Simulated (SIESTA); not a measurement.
Crystal: MnPt2.

```
Pt Mn
1.0
     2.85840    0.00000    0.00000
    -1.42920    2.47545    0.00000
     0.00000    0.00000    6.53250
Pt Mn
2 1
Direct
  0.66667 0.33333 0.31621
  0.33333 0.66667 0.68379
  0.00000 0.00000 0.00000
```

The cell comes from a database or a generator and needn't be the stable form of this composition.

Base run:

- Program: SIESTA 5.4.2
- Functional: LDA
- Potentials or basis: PseudoDojo 0.4 standard (LDA files)
- Basis: DZP (energy shift 0.003 Ry; two zetas on semicore shells)
- Grid cutoff: 800 Ry
- Energy shift: 0.003 Ry
- k mesh: 11 × 11 × 4
- Occupations: fermi-dirac, width 0.05 eV
- Spin: collinear spin, ferromagnetic start
- Starting moments: [0.0, 0.0, 4.0] μB

Its results: band gap on the k mesh none (metal or under the smearing width); pressure -14.7 GPa; net moment 4.40 μB per cell; site moments Pt +0.23; Mn +3.93 μB; largest force 0.011 eV/Å.

Problem. The run is repeated on the same cell with these changes: functional from LDA to PBE; potentials or basis from PseudoDojo 0.4 standard (LDA files) to PseudoDojo 0.4 standard (PBE files). What comes out?

Solution. Band gap on the k mesh none (metal or under the smearing width); pressure 0.5 GPa; net moment 4.63 μB per cell; site moments Pt +0.24; Mn +4.15 μB; largest force 0.129 eV/Å.

Caveats: short orbitals over semicore shells can move pressures by several GPa; the basis of atomic orbitals isn't converged, which shifts pressures, moduli and gaps.

Not every run made on this cell is shown here.
